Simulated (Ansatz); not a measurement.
**HfO2: a single-point run**

The task is a single-point run on HfO2. The structure is shown as the input types it.

Method: density functional or hybrid calculation with the settings of its input, plane waves, in Ansatz 0.2.0.

## 1. The system as given

It takes space group Fm-3m (No. 225, cubic). The conventional cell has a = 5.058 Å, b = 5.058 Å, c = 5.058 Å, α = 90.00°, β = 90.00°, γ = 90.00°. Around Hf (site symmetry m-3m) lie 8 O at 2.19 Å. O (site symmetry -43m) has 4 Hf at 2.19 Å as nearest neighbours.

Coordinates:

```cif
data_structure
_symmetry_space_group_name_H-M 'Fm-3m'
_symmetry_Int_Tables_number 225
_cell_length_a 5.0584
_cell_length_b 5.0584
_cell_length_c 5.0584
_cell_angle_alpha 90.000
_cell_angle_beta 90.000
_cell_angle_gamma 90.000
_cell_volume 129.43
loop_
_atom_site_label
_atom_site_type_symbol
_atom_site_symmetry_multiplicity
_atom_site_Wyckoff_symbol
_atom_site_fract_x
_atom_site_fract_y
_atom_site_fract_z
_atom_site_occupancy
Hf1 Hf 4 a 0.00000 0.00000 0.00000 1
O1 O 8 c 0.25000 0.75000 0.75000 1
```

## 2. Running it

Input file input.yaml:

```yaml
crystal:
  lattice:
    - [0.0, 2.5291823194, 2.5291823194]
    - [2.5291823194, 0.0, 2.5291823194]
    - [2.5291823194, 2.5291823194, 0.0]
  atoms:
    - { symbol: Hf, position: [0.0, 0.0, 0.0] }
    - { symbol: O, position: [0.25, 0.25, 0.25] }
    - { symbol: O, position: [0.75, 0.75, 0.75] }
kpoints:
  mp_grid: { grid: [1, 1, 8] }
hamiltonian:
  xc: pbe
scf:
  occupations: { method: fixed }
  n_extra_bands: 4
output:
  forces: true
  stress: true
  eigenvalues: true
```

On the command line:

```console
> ansatz run input.yaml --threads 4 --pin off --max-ram 3686MiB --backend cpu --events-out ev --progress --plain --runs-dir out
```

What happens when this is run?

The program finished normally, with warnings (symmetry narrowed by mesh). Its log warns: «crystal.symmetry: narrowed to the stabiliser of the k-point mesh — unitary ops 48 → 12; excluded 36 operations that carry a point of the 1×1×8 mesh (shift [0, 0 ...»

Fixed occupations are right only where a gap separates filled from empty bands at every k-point. This system has one (4.55 eV on the mesh), so they are sound here.

The occupations need no remedy; a run with other occupations serves as a check.
